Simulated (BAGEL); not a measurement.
# CH2F3Si (SMILES [CH2][Si](F)(F)F) at UHF/6-31G(d) (density fitting with qzvpp-jkfit, spherical functions)

Aim: the vertical ionisation energy of CH2F3Si at UHF/6-31G* (density fitting with qzvpp-jkfit, spherical functions), from 2 runs. 

The results are computed with BAGEL 1.2.2.

## 1. The molecule

CH2F3Si: 7 atoms, total charge 0, spin state doublet. As SMILES, `[CH2][Si](F)(F)F`. Geometry: relaxed at PBE0-D4/def2-TZVP.

Bond lengths: C1–Si2 1.812 Å, Si2–F3 1.577 Å, Si2–F4 1.578 Å, Si2–F5 1.577 Å, C1–H6 1.084 Å, C1–H7 1.084 Å. Angles: C1–Si2–F3 111.1°, C1–Si2–F4 112.7°, C1–Si2–F5 111.2°, F3–Si2–F4 106.8°, F3–Si2–F5 108.2°, F4–Si2–F5 106.7°, Si2–C1–H6 122.2°, Si2–C1–H7 122.2°, H6–C1–H7 115.6°.

## 2. The energy at UHF/6-31G(d) (density fitting with qzvpp-jkfit, spherical functions)

hf.json reads:

```json
{ "bagel": [

{
  "title": "molecule",
  "basis": "6-31gs.json",
  "df_basis": "qzvpp-jkfit",
  "angstrom": true,
  "geometry": [
    { "atom": "C", "xyz": [      -0.691800,       0.401700,       0.763500 ] },
    { "atom": "Si", "xyz": [       0.442900,      -0.260900,      -0.483500 ] },
    { "atom": "F", "xyz": [       0.009400,       0.178500,      -1.934200 ] },
    { "atom": "F", "xyz": [       0.495400,      -1.838000,      -0.481100 ] },
    { "atom": "F", "xyz": [       1.916900,       0.241300,      -0.236600 ] },
    { "atom": "H", "xyz": [      -1.731100,       0.616200,       0.542200 ] },
    { "atom": "H", "xyz": [      -0.380400,       0.593100,       1.784100 ] }
  ]
},

{
  "title": "uhf",
  "nopen": 1
},

{
  "title": "print",
  "file": "orbitals.molden",
  "orbitals": true
}

]}
```

The basis set 6-31G* is read from a file made from the Basis Set Exchange's data (not shown).

Started as:

```bash
$ BAGEL_NUM_THREADS=1 BAGEL hf.json > hf.out
```

What it wrote:

```text
* using 1 threads per process

  ===============================================================
  ===============================================================

  *** Geometry ***

  { "atom" : "C", "xyz" : [     -1.307313,      0.759103,      1.442806 ] },
  { "atom" : "Si", "xyz" : [      0.836960,     -0.493030,     -0.913683 ] },
  { "atom" : "F", "xyz" : [      0.017763,      0.337316,     -3.655108 ] },
  { "atom" : "F", "xyz" : [      0.936170,     -3.473317,     -0.909147 ] },
  { "atom" : "F", "xyz" : [      3.622416,      0.455991,     -0.447109 ] },
  { "atom" : "H", "xyz" : [     -3.271305,      1.164449,      1.024610 ] },
  { "atom" : "H", "xyz" : [     -0.718852,      1.120797,      3.371460 ] },

  Number of auxiliary basis functions:      470

  Since a DF basis is specified, we compute 2- and 3-index integrals:
    o Being stored without compression. Storage requirement is 0.023 GB

  Number of basis functions:       78
  Number of electrons      :       49

    * METHOD: MOLECULE                             0.19

  *** Open-shell HF ***

  === Nuclear Repulsion ===
   252.9033893138

      * DIIS with orbital gradients will be used.

  === UHF iteration (6-31gs.json) ===
      0       -626.16215719          0.04865594           0.12
      1       -626.34604108          0.02961742           0.12
      2       -626.40524682          0.01742316           0.12
      3       -626.43781291          0.00059091           0.12
      4       -626.43799961          0.00011843           0.12
      5       -626.43803327          0.00005196           0.12
      6       -626.43805201          0.00001675           0.12
      7       -626.43805613          0.00000729           0.12
      8       -626.43805704          0.00000225           0.12
      9       -626.43805719          0.00000087           0.12
     10       -626.43805721          0.00000029           0.12
     11       -626.43805722          0.00000011           0.12
     12       -626.43805722          0.00000005           0.12
     13       -626.43805722          0.00000002           0.12
     14       -626.43805722          0.00000001           0.12
    * SCF iteration converged.

    * S^2 (UHF) is 0.7594

    * Permanent dipole moment:
           (    0.627165,    -0.360332,    -0.688194) a.u.

    * METHOD: UHF                                  1.93

    * METHOD: PRINT                                0.01

  ===============================================================
```

Wall time 2.3 s (1 thread of Arm Neoverse V2, shared host); peak memory 0.11 GiB.

## 3. The singlet cation, same level

hf.json reads:

```json
{ "bagel": [

{
  "title": "molecule",
  "basis": "6-31gs.json",
  "df_basis": "qzvpp-jkfit",
  "angstrom": true,
  "geometry": [
    { "atom": "C", "xyz": [   -0.691800,    0.401700,    0.763500 ] },
    { "atom": "Si", "xyz": [    0.442900,   -0.260900,   -0.483500 ] },
    { "atom": "F", "xyz": [    0.009400,    0.178500,   -1.934200 ] },
    { "atom": "F", "xyz": [    0.495400,   -1.838000,   -0.481100 ] },
    { "atom": "F", "xyz": [    1.916900,    0.241300,   -0.236600 ] },
    { "atom": "H", "xyz": [   -1.731100,    0.616200,    0.542200 ] },
    { "atom": "H", "xyz": [   -0.380400,    0.593100,    1.784100 ] }
  ]
},
{
  "title": "hf",
  "charge": 1
},
{
  "title": "print",
  "file": "orbitals.molden",
  "orbitals": true
}

]}
```

The basis set 6-31G* is read from a file made from the Basis Set Exchange's data (not shown).

Started as:

```bash
$ BAGEL_NUM_THREADS=1 BAGEL hf.json > hf.out
```

What it wrote:

```text
* using 1 threads per process

  ===============================================================
  ===============================================================

  *** Geometry ***

  { "atom" : "C", "xyz" : [     -1.307313,      0.759103,      1.442806 ] },
  { "atom" : "Si", "xyz" : [      0.836960,     -0.493030,     -0.913683 ] },
  { "atom" : "F", "xyz" : [      0.017763,      0.337316,     -3.655108 ] },
  { "atom" : "F", "xyz" : [      0.936170,     -3.473317,     -0.909147 ] },
  { "atom" : "F", "xyz" : [      3.622416,      0.455991,     -0.447109 ] },
  { "atom" : "H", "xyz" : [     -3.271305,      1.164449,      1.024610 ] },
  { "atom" : "H", "xyz" : [     -0.718852,      1.120797,      3.371460 ] },

  Number of auxiliary basis functions:      470

  Since a DF basis is specified, we compute 2- and 3-index integrals:
    o Being stored without compression. Storage requirement is 0.023 GB

  Number of basis functions:       78
  Number of electrons      :       49

    * METHOD: MOLECULE                             0.19

  *** RHF ***

  === Nuclear Repulsion ===
   252.9033893138

      * DIIS with orbital gradients will be used.

  === RHF iteration (6-31gs.json) ===
      0       -625.71719102          0.02749981           0.06
      1       -625.93944745          0.01744616           0.05
      2       -626.06263186          0.00136276           0.06
      3       -626.06384218          0.00023903           0.06
      4       -626.06388929          0.00006874           0.05
      5       -626.06389317          0.00002868           0.06
      6       -626.06389372          0.00001049           0.06
      7       -626.06389383          0.00000179           0.06
      8       -626.06389383          0.00000058           0.06
      9       -626.06389383          0.00000031           0.06
     10       -626.06389383          0.00000013           0.06
     11       -626.06389383          0.00000006           0.06
     12       -626.06389383          0.00000002           0.06
     13       -626.06389383          0.00000001           0.06
    * SCF iteration converged.

    * Permanent dipole moment:
           (    2.415777,    -1.390940,    -2.656449) a.u.

    * METHOD: HF                                   0.94

    * METHOD: PRINT                                0.01

  ===============================================================
```

Run time: 1.3 s. Hardware: 1 thread of Arm Neoverse V2, shared host; peak memory 0.11 GiB.

## 4. Outcome

Level: UHF/6-31G* (density fitting with qzvpp-jkfit, spherical functions).

| quantity | value |
| --- | --- |
| doublet CH2F3Si: total energy | -626.43806 Eh |
| doublet CH2F3Si: dipole moment | 2.54 D |
| doublet CH2F3Si: ⟨S²⟩ | 0.759 |
| singlet cation: total energy | -626.06389 Eh |
| singlet cation: HOMO energy | -22.85 eV |
| singlet cation: LUMO energy | -8.74 eV |
| singlet cation: HOMO–LUMO gap | 14.11 eV |
| vertical ionisation energy (to the singlet cation) | 10.182 eV |

What this shows: The vertical ionisation energy comes to 10.18 eV (235 kcal/mol). Only the singlet of the ionised species was computed; a triplet could lie lower.
